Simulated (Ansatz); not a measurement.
# H2Se2O (SMILES O[Se][SeH]): single points off equilibrium

The task here is to estimate one member of a computed series from the others.

The runs use Ansatz 0.2.0, Gaussian basis; single points in def2-TZVPP.

Correlated methods freeze the cores. Filled d shells of the heavier atoms are correlated.

## Starting geometry

SMILES `O[Se][SeH]`, 5 atoms, charge 0, spin multiplicity 1.

Atoms are counted from 1 here; the program's logs count them from 0.

Bond lengths: O1–Se2 1.813 Å, O1–H4 0.941 Å, Se2–Se3 2.270 Å, Se3–H5 1.469 Å. Angles: Se2–O1–H4 110.2°, O1–Se2–Se3 102.4°, Se2–Se3–H5 99.4°.

As a file:

```csv
atom,x (Å),y (Å),z (Å)
O1,-1.2909,0.0034,-0.8113
Se2,-0.3264,-1.0212,0.3323
Se3,1.3334,0.3901,0.9685
H4,-1.9785,0.4486,-0.3476
H5,2.2613,0.1890,-0.1527
```

Set-up of the first run:

run/in.yaml reads:

```yaml
crystal:
  periodic: [false, false, false]
  atoms:
    - {symbol: O, position_ang: [-1.290900, 0.003400, -0.811300]}
    - {symbol: Se, position_ang: [-0.326400, -1.021200, 0.332300]}
    - {symbol: Se, position_ang: [1.333400, 0.390100, 0.968500]}
    - {symbol: H, position_ang: [-1.978500, 0.448600, -0.347600]}
    - {symbol: H, position_ang: [2.261300, 0.189000, -0.152700]}
basis:
  gaussian: {orbitals: def2-TZVPP}
correlation: {method: ccsd_t}
output: {forces: true}
```

The command line of these runs was not kept.

Among the steps run: CCSD(T)/def2-TZVPP; PBE0-D4/def2-TZVPP; wB97M-V/def2-TZVPP; r2SCAN-D4/def2-TZVPP; PBE-D4/def2-TZVPP; BHLYP-D4/def2-TZVPP; HSE06-D4/def2-TZVPP.

One of the session's tables, all rows but one given; the rest of the session is left out.

| method | RMS force component (eV/Å) | angle to CCSD(T) forces (°) | dipole (D) |
| --- | --- | --- | --- |
| CCSD(T) | 0.522 | reference | 0.78 |
| PBE0-D4 | 0.495 | 11.6 | 0.77 |
| wB97M-V | ? | ? | ? |
| r2SCAN-D4 | 0.532 | 9.5 | 0.75 |
| PBE-D4 | 0.713 | 21.6 | 0.76 |
| BHLYP-D4 | 0.399 | 32.0 | 0.85 |
| HSE06-D4 | 0.500 | 11.4 | 0.77 |

**Question.** Estimate the row for wB97M-V.

As computed: RMS force component (eV/Å): 0.498; angle to CCSD(T) forces (°): 9.7; dipole (D): 0.81. In the column «RMS force component (eV/Å)» it lies between PBE0-D4 (0.495) and HSE06-D4 (0.500).
